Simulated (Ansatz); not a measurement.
# TiBe2, space group Fd-3m: an SCF with some post-processing

With the Ansatz DFT code, driven from Python.

Interactive session:
```pycon
>>> from pathlib import Path
>>> import warnings
>>> import ansatz as az
>>> from ase.data import atomic_numbers
>>> from ase.io.cube import read_cube_data
>>> from ase.units import Bohr
>>> import matplotlib.pyplot as plt
>>> import numpy as np
>>> from pymatgen.core import Structure
>>> from scipy.ndimage import map_coordinates
>>> import spglib
>>> warnings.simplefilter("ignore", az.DeckWarning)
>>> crystal = (
...     az.Lattice.of([0.0, 3.21886, 3.21886], [3.21886, 0.0, 3.21886], [3.21886, 3.21886, 0.0])
...     .atom("Ti", [0.25, 0.25, 0.25])
...     .atom("Ti", [0.0, 0.0, 0.0])
...     .atom("Be", [0.625, 0.125, 0.625])
...     .atom("Be", [0.625, 0.625, 0.125])
...     .atom("Be", [0.125, 0.625, 0.625])
...     .atom("Be", [0.625, 0.625, 0.625])
... )
>>> [site.symbol for site in crystal.resolved().sites]
['Ti', 'Ti', 'Be', 'Be', 'Be', 'Be']
>>> setup = crystal.calculation()
>>> setup = setup.functional("PBEsol")
>>> setup = setup.basis(510)
>>> setup = setup.kpoints(density=3.8).occupations(az.OccupationsMethod.FERMI_DIRAC)
>>> setup = setup.density()
>>> setup = setup.bader_charges()
>>> setup = setup.output_files(volumetric_format=["cube", "npy"]).density_of_states(energy_step=0.1, method="smearing", broadening_width=0.2)
>>> planned = setup.session().plan(threads=1)
>>> facts = planned.describe()
>>> print("plan:", facts["n_bands"], "bands,", len(facts["kpoints_frac"]), "k-points, plane waves", facts["n_pw_range"], "grid", facts["fft_dense"])
plan: 22 bands, 20 k-points, plane waves [1728, 1807] grid [36, 36, 36]
>>> outcome = planned.execute()

>>> rep = outcome.report
>>> rep["published_state_doubts"]
[]
>>> print("%-22s %14.5f eV" % ("F = E - TS", rep["free_energy_ev"]))
F = E - TS                -5310.31803 eV
>>> print("%-22s %14.5f eV" % ("E", rep["internal_energy_ev"]))
E                         -5310.08677 eV
>>> print("%-22s %14.5f eV" % ("Harris-Foulkes", rep["harris_foulkes_ev"]))
Harris-Foulkes            -5310.31803 eV
>>> print("%-22s %14.5f eV" % ("Fermi level", rep["fermi_energy_ev"]))
Fermi level                   9.94592 eV
>>> spg_cell = (outcome.lattice.cell_ang, [s.position_frac for s in outcome.lattice.sites], [atomic_numbers[s.symbol] for s in outcome.lattice.sites])
>>> found = spglib.get_symmetry_dataset(spg_cell, symprec=1e-3)
>>> print(found.international, found.number, "point group", found.pointgroup)
Fd-3m 227 point group m-3m
>>> for site, letter, group in zip(outcome.lattice.sites, found.wyckoffs, found.site_symmetry_symbols):
...     print(f"  {site.symbol:2s} Wyckoff {letter}  site symmetry {group}")
...
  Ti Wyckoff b  site symmetry -43m
  Ti Wyckoff b  site symmetry -43m
  Be Wyckoff c  site symmetry .-3m
  Be Wyckoff c  site symmetry .-3m
  Be Wyckoff c  site symmetry .-3m
  Be Wyckoff c  site symmetry .-3m
>>> final = Structure(outcome.lattice.cell_ang, [s.symbol for s in outcome.lattice.sites], [s.position_frac for s in outcome.lattice.sites])
>>> rho = outcome.density()
>>> total = sum(channel.density_e_per_ang3 for channel in rho.channels[:2])
>>> grid_cell = np.asarray(rho.fft_grid_basis) @ outcome.lattice.cell_ang
>>> partner = min(final.get_neighbors(final[0], 5.0), key=lambda n: n.nn_distance)
>>> line = np.linspace(final[0].coords, partner.coords, 9)
>>> points = (line @ np.linalg.inv(grid_cell)) * rho.dims
>>> values = map_coordinates(total, points.T, order=3, mode="grid-wrap")
>>> print(f"from {final[0].specie} to {partner.specie}, {partner.nn_distance:.3f} A")
from Ti to Be, 2.669 A
>>> for t, value in zip(np.linspace(0, partner.nn_distance, 9), values):
...     print(f"{t:7.3f} A  {value:9.4f} e/A^3")
...
  0.000 A    10.1933 e/A^3
  0.334 A     8.3249 e/A^3
  0.667 A     2.4528 e/A^3
  1.001 A     0.3606 e/A^3
  1.334 A     0.2175 e/A^3
  1.668 A     0.2338 e/A^3
  2.002 A     0.2490 e/A^3
  2.335 A     0.1549 e/A^3
  2.669 A     0.0505 e/A^3
>>> charges = outcome.bader_charges()
>>> for atom in charges.atoms:
...     print(f"Bader charge {atom.symbol:2s} {atom.partial_charge_e:+.3f} e")
...
Bader charge Ti +0.867 e
Bader charge Ti +0.867 e
Bader charge Be -0.433 e
Bader charge Be -0.433 e
Bader charge Be -0.433 e
Bader charge Be -0.433 e
>>> folder = Path(outcome.write_results("cubes"))
>>> print("\n".join((folder / "rho.cube").read_text().splitlines()[: 6 + 6]))
ansatz rho
values in e/bohr^3 (x slowest, z fastest)
    6    0.000000    0.000000    0.000000
   36    0.000000    0.168966    0.168966
   36    0.168966    0.000000    0.168966
   36    0.168966    0.168966    0.000000
   22   22.000000    3.041382    3.041382    3.041382
   22   22.000000    0.000000    0.000000    0.000000
    4    4.000000    4.562073    7.603455    4.562073
    4    4.000000    4.562073    4.562073    7.603455
    4    4.000000    7.603455    4.562073    4.562073
    4    4.000000    7.603455    7.603455    7.603455
>>> values, cube_atoms = read_cube_data(str(folder / "rho.cube"))
>>> print("electrons from the file:", round(values.mean() * cube_atoms.get_volume() / Bohr ** 3, 3))
electrons from the file: 32.0
>>> dos = outcome.density_of_states()
>>> energy = np.asarray(dos.energies_ev) - dos.fermi_ev
>>> states, count = np.asarray(dos.spin_summed_g_bin_mean_per_ev), np.asarray(dos.spin_summed_integrated)
>>> g_fermi = float(np.interp(0.0, energy, states))
>>> print(f"g(E_F) = {g_fermi:.3f} states/eV per cell")
g(E_F) = 7.726 states/eV per cell
>>> gamma = np.pi ** 2 / 3 * 8.617333e-5 ** 2 * g_fermi * 96485.33e3 / len(outcome.lattice.sites)
>>> print(f"bare Sommerfeld coefficient {gamma:.2f} mJ/(mol of atoms K^2)")
bare Sommerfeld coefficient 3.04 mJ/(mol of atoms K^2)
>>> for low, high in ((-10, -6), (-6, -3), (-3, 0), (0, 3)):
...     print(f"states between {low} and {high} eV: {np.interp(high, energy, count) - np.interp(low, energy, count):.3f}")
...
states between -10 and -6 eV: 1.474
states between -6 and -3 eV: 4.155
states between -3 and 0 eV: 10.385
states between 0 and 3 eV: 10.048
>>> field = sum(channel.density_e_per_ang3 for channel in outcome.density().channels[:2])
>>> fig, ax = plt.subplots(figsize=(4, 3.4))
>>> shown = ax.imshow(np.log10(np.clip(field[:, :, 0].T, 1e-3, None)), origin="lower", extent=(0, 1, 0, 1))
>>> fig.colorbar(shown, label="log10 density (e/A^3)")
<matplotlib.colorbar.Colorbar object at 0x...>
>>> ax.set(xlabel="fraction of grid vector 1", ylabel="fraction of grid vector 2")
[Text(0.5, 0, 'fraction of grid vector 1'), Text(0, 0.5, 'fraction of grid vector 2')]
>>> fig.savefig("density_plane.png", dpi=100)
>>> print(f"plane through the origin: {field[:, :, 0].min():.4f} to {field[:, :, 0].max():.4f} e/A^3")
plane through the origin: 0.1928 to 10.1933 e/A^3
```

What to keep in mind:
- Absolute energies stand on the zero of these potentials, so only differences at equal settings mean something. A total without «per atom» is that of the cell as typed.
- For a metal this k-point mesh is coarse: on a finer one energies can move by several to tens of meV an atom and pressures by half a GPa or more, differences at one mesh by less.
- An absolute Fermi energy rests on an arbitrary zero of the periodic potential and has no direct meaning.
- Densities and potentials on the grid are those of the valence electrons, and inside the cores they hang on the potentials used.
- The structure comes from a database of computed cells and needn't be a stable or known phase.
- The computed bands are complete only to about 2.4 eV above the Fermi level; beyond that the density of states is undercounted.
- Hardware and time: 33 s on 1 thread of Arm Neoverse V1 (shared host), peak memory 0.49 GiB.

(Lines on the test bed's own set-up are left out of the output.)
